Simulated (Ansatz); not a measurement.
# CH₇BGeO₂: a ladder of functionals and wavefunction methods

Aim: compute CH₇BGeO₂ with functionals from several rungs and with coupled cluster, and see how far each lands from CCSD(T) at the basis-set limit for the atomisation energy.

Program: Ansatz 0.2.0, Gaussian basis. Level of theory: functionals in def2-TZVPP, the program's frozen cores in correlated methods. These are calculated values, not measurements.

The runs, in order: PBE-D4, r2SCAN-D4, PBE0-D4, B3LYP-D4, ωB97X-V, ωB97M-V, B2PLYP; CCSD(T)/def2-TZVPP; MP2/def2-QZVPP; extrapolation to the limit.

## (1) Structure used throughout

An earlier PBE0-D4 in a triple-zeta def2 set relaxation fixed the geometry.

12 atoms, charge 0, spin multiplicity 1.

Atoms are counted from 1 here; the program's logs count them from 0.

Bond lengths: O1–B2 1.350 Å, O1–H6 0.962 Å, B2–Ge3 2.075 Å, B2–H7 1.204 Å, Ge3–C4 1.981 Å, Ge3–H8 1.550 Å, Ge3–H9 1.543 Å, C4–O5 1.416 Å, C4–H10 1.092 Å, C4–H11 1.098 Å, O5–H12 0.960 Å. Angles: B2–O1–H6 113.8°, O1–B2–Ge3 117.9°, O1–B2–H7 119.5°, Ge3–B2–H7 122.5°, B2–Ge3–C4 114.3°, B2–Ge3–H8 109.8°, B2–Ge3–H9 110.9°, C4–Ge3–H8 106.5°, C4–Ge3–H9 109.0°, H8–Ge3–H9 105.8°, Ge3–C4–O5 113.6°, Ge3–C4–H10 108.7°, Ge3–C4–H11 109.3°, O5–C4–H10 106.5°, O5–C4–H11 111.7°, H10–C4–H11 106.8°, C4–O5–H12 108.5°.

## (2) PBE-D4 (GGA)

in.yaml reads:

```yaml
crystal:
  periodic: [false, false, false]
  atoms:
    - {symbol: O, position_ang: [1.088318, 1.630356, 1.454821]}
    - {symbol: B, position_ang: [-0.029753, 1.797189, 0.716500]}
    - {symbol: Ge, position_ang: [-0.657888, 0.212880, -0.466849]}
    - {symbol: C, position_ang: [0.513169, -1.383254, -0.383494]}
    - {symbol: O, position_ang: [0.020840, -2.487148, -1.121375]}
    - {symbol: H, position_ang: [1.325208, 2.400821, 1.980250]}
    - {symbol: H, position_ang: [-0.622366, 2.844443, 0.764509]}
    - {symbol: H, position_ang: [-2.067494, -0.250202, -0.017686]}
    - {symbol: H, position_ang: [-0.808696, 0.650636, -1.939155]}
    - {symbol: H, position_ang: [1.482335, -1.129015, -0.816668]}
    - {symbol: H, position_ang: [0.694185, -1.645251, 0.667116]}
    - {symbol: H, position_ang: [-0.860860, -2.696557, -0.803970]}
basis:
  gaussian: {orbitals: def2-TZVPP}
hamiltonian: {xc: pbe, dispersion: d4}
output: {forces: true, orbitals: {seedname: orbitals}}
```

Run with:

```bash
ansatz run in.yaml --threads 4 --pin off --events-out ev --progress --plain --max-ram 10444MiB
```

After this run come: r2SCAN-D4 (meta-GGA); PBE0-D4 (hybrid); B3LYP-D4 (hybrid); ωB97X-V (range-separated); ωB97M-V (range-separated); B2PLYP (double hybrid); CCSD(T) in def2-TZVPP; MP2 in def2-QZVPP.

Before running them: what should the planned runs give, taken together? Wanted: atomisation energy, CCSD(T)/CBS; farthest; mean size of error, hybrid; mean size of error, range-separated; gap, smallest and largest; T1 diagnostic; triples share of the correlation energy.

The runs gave:

| quantity | value |
| --- | --- |
| atomisation energy, CCSD(T)/CBS | 4225.0 kJ/mol |
| functionals within 42.2 kJ/mol (1.0 %) | r2SCAN-D4, PBE0-D4, B3LYP-D4, ωB97X-V, ωB97M-V |
| farthest | PBE-D4 (+59.4 kJ/mol) |
| mean size of error, hybrid | 21.7 kJ/mol |
| mean size of error, range-separated | 4.7 kJ/mol |
| gap, smallest and largest | 3.60 eV (PBE-D4), 10.47 eV (ωB97X-V) |
| T1 diagnostic | 0.0127 |
| triples share of the correlation energy | 3.6 % |

**Reading.** PBE-D4 misses by +59.4 kJ/mol. Double hybrids carry the basis error of their MP2 part in triple zeta, and no dispersion term here, so their miss is partly the set-up's. Misses under about 42.2 kJ/mol are within the doubt on the reference itself, which lacks core-valence correlation, relativity and higher excitations, and its outer-core shells are covered unevenly. Hartree-Fock recovers 72 % of the binding; the rest is correlation. The gap grows from 3.6 to 10.5 eV across the functionals, mostly with the share of exact exchange. Correlated methods include outer-core shells of Ge, which these sets cover unevenly.
